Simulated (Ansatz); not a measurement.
CH₄SSi, SMILES [SiH3]C=S: the interaction energy of a dimer with the counterpoise correction, run with Ansatz's Python interface.

Script `ch4ssi_dimer.py`:
```python
"""Interaction energy of two CH4SSi molecules, with the counterpoise correction."""

import ansatz

FIRST = [
    ("Si", (-0.6296, 0.2332, -0.2258)),
    ("C", (1.0109, -0.3278, 0.2604)),
    ("S", (1.1277, -1.4078, 1.5041)),
    ("H", (-1.4826, -0.8197, -0.7018)),
    ("H", (-0.5542, 1.2238, -1.3906)),
    ("H", (-1.363, 1.022, 0.8627)),
    ("H", (1.8911, 0.0761, -0.3092)),
]
SECOND = [
    ("Si", (1.3621, 1.4612, 4.1632)),
    ("C", (-0.05, 0.3551, 4.3214)),
    ("S", (-1.514, 0.8766, 3.7633)),
    ("H", (1.6918, 1.7862, 2.8036)),
    ("H", (2.6339, 0.8206, 4.7251)),
    ("H", (1.2301, 2.7547, 4.9721)),
    ("H", (0.1249, -0.6515, 4.7888)),
]

def energy(atoms, ghosts=()):
    molecule = ansatz.Crystal.molecule()
    for symbol, xyz in atoms:
        molecule = molecule.atom(symbol, xyz)
    calc = (
        molecule.calculation()
        .basis(gaussian="def2-SVPD")
        .functional("HF")
    )
    deck = calc.input()
    if ghosts:
        deck = deck.set(ansatz.key.basis.gaussian.ghost_atoms, [{"symbol": s, "position_ang": list(xyz)} for s, xyz in ghosts])
    return ansatz.Session.from_dict(deck).plan().execute().report["free_energy_ev"]

# ghost atoms carry the functions of the partner
both = energy(FIRST + SECOND)
alone = energy(FIRST) + energy(SECOND)
ghosted = energy(FIRST, SECOND) + energy(SECOND, FIRST)
print(f"dimer {both:.6f} eV")
print(f"interaction, uncorrected   {23.060548 * (both - alone):8.3f} kcal/mol")
print(f"interaction, counterpoise  {23.060548 * (both - ghosted):8.3f} kcal/mol")
print(f"basis-set superposition    {23.060548 * (alone - ghosted):8.3f} kcal/mol")
```

How large is the interaction at this pose, and how much of it is basis-set superposition?

Uncorrected it is 2.139 kcal/mol, with the counterpoise correction 3.041 kcal/mol; the difference, 0.90 kcal/mol, is the superposition error. In this basis both values are repulsive.

The run itself:

Output of `python ch4ssi_dimer.py`:
```text
dimer -39530.920091 eV
interaction, uncorrected      2.139 kcal/mol
interaction, counterpoise     3.041 kcal/mol
basis-set superposition       0.902 kcal/mol
```

Reading the output:
- Total energies depend on the basis set; only differences at equal settings carry meaning.
- The dimer is a generated trial pose of unrelaxed monomers, not a minimum, so the figure is no binding energy, and the basis set is small.
- Hartree-Fock leaves correlation out, so bond, atomisation and ionisation energies come out well too low.
- This level lacks the dispersion part of the attraction (electrostatics and induction are there), which can decide the sign where the interaction is weak.
- Timing: 21 s on 1 thread of Intel(R) Xeon(R) Processor @ 2.30GHz, with other jobs on the host, peak memory 0.82 GiB.
